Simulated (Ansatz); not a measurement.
**CBrCl2 radical: one species, many methods**

One table from this session's results is given with a row withheld; the runs are named, their logs left out.

Method: functionals in def2-TZVPP, the program's frozen cores in correlated methods; program: Ansatz 0.2.0, Gaussian basis.

Levels to be run: LDA (SPW92), PBE-D4, revPBE-D4, BLYP-D4, r2SCAN-D4, B97M-V, PBE0-D4, B3LYP-D4, r2SCANh-D4, r2SCAN0-D4, HSE06-D4, BHLYP-D4, CAM-B3LYP-D4, LC-ωPBE, ωB97X-V, ωB97M-V, B2PLYP, PBE-QIDH; CCSD(T)/def2-SVP; CCSD(T)/def2-TZVPP; MP2/def2-QZVPP; extrapolation to the limit; RPA on PBE.

**Structure used throughout**

All runs share one geometry, relaxed beforehand with PBE0-D4 in a triple-zeta def2 set.

SMILES `Cl[C](Cl)Br`, 4 atoms, charge 0, spin multiplicity 2.

Atoms are counted from 1 here; the program's logs count them from 0.

Bond lengths: Cl1–C2 1.698 Å, C2–Cl3 1.698 Å, C2–Br4 1.867 Å. Angles: Cl1–C2–Cl3 117.3°, Cl1–C2–Br4 117.5°, Cl3–C2–Br4 117.5°.

The first run:

in.yaml

```yaml
crystal:
  periodic: [false, false, false]
  atoms:
    - {symbol: Cl, position_ang: [0.134123, 0.681055, 1.538524]}
    - {symbol: C, position_ang: [-0.137484, -0.144774, 0.080085]}
    - {symbol: Cl, position_ang: [0.909211, -1.427788, -0.295550]}
    - {symbol: Br, position_ang: [-0.850349, 0.831207, -1.343358]}
basis:
  gaussian: {orbitals: def2-TZVPP}
magnetization: {spin_polarized: true, initial_magnetization: 1}
hamiltonian: {xc: lda}
output: {orbitals: {seedname: orbitals}}
```

Command:

```bash
ansatz run in.yaml --threads 4 --pin off --events-out ev --progress --plain --max-ram 10444MiB
```

Steps of the session up to this table: LDA; PBE-D4 (GGA); revPBE-D4 (GGA); BLYP-D4 (GGA); r2SCAN-D4 (meta-GGA); B97M-V (meta-GGA); B3LYP-D4 (hybrid); r2SCANh-D4 (hybrid); r2SCAN0-D4 (hybrid); HSE06-D4 (hybrid); BHLYP-D4 (hybrid); CAM-B3LYP-D4 (range-separated); LC-ωPBE (range-separated); ωB97X-V (range-separated); ωB97M-V (range-separated); B2PLYP (double hybrid); PBE-QIDH (double hybrid).

One table of the session follows, with a row left open; its other results are not shown here.

It belongs to the step «Orbital energies across the functionals». 

| functional | HOMO (eV) | LUMO (eV) | gap (eV) |
| --- | --- | --- | --- |
| LDA (SPW92) | -5.01 | -3.92 | 1.09 |
| PBE-D4 | -4.99 | -3.51 | 1.48 |
| revPBE-D4 | -4.95 | -3.40 | 1.55 |
| BLYP-D4 | -4.83 | -3.42 | 1.40 |
| r2SCAN-D4 | -5.47 | -3.02 | 2.46 |
| B97M-V | -5.29 | -3.23 | 2.06 |
| PBE0-D4 | -6.42 | -2.48 | 3.94 |
| B3LYP-D4 | -6.12 | -2.81 | 3.31 |
| r2SCANh-D4 | -5.99 | -2.64 | 3.35 |
| r2SCAN0-D4 | -6.77 | -2.08 | 4.69 |
| HSE06-D4 | -6.01 | -2.87 | 3.14 |
| BHLYP-D4 | -7.70 | -1.38 | 6.32 |
| CAM-B3LYP-D4 | -7.75 | -1.43 | 6.32 |
| LC-ωPBE | -9.17 | -0.15 | 9.03 |
| ωB97X-V | -8.68 | -0.47 | 8.21 |
| ωB97M-V | ? | ? | ? |

Estimate the missing values for ωB97M-V.

As computed: HOMO (eV): -8.40; LUMO (eV): -0.61; gap (eV): 7.79. In the column «HOMO (eV)» it lies between ωB97X-V (-8.68) and CAM-B3LYP-D4 (-7.75).
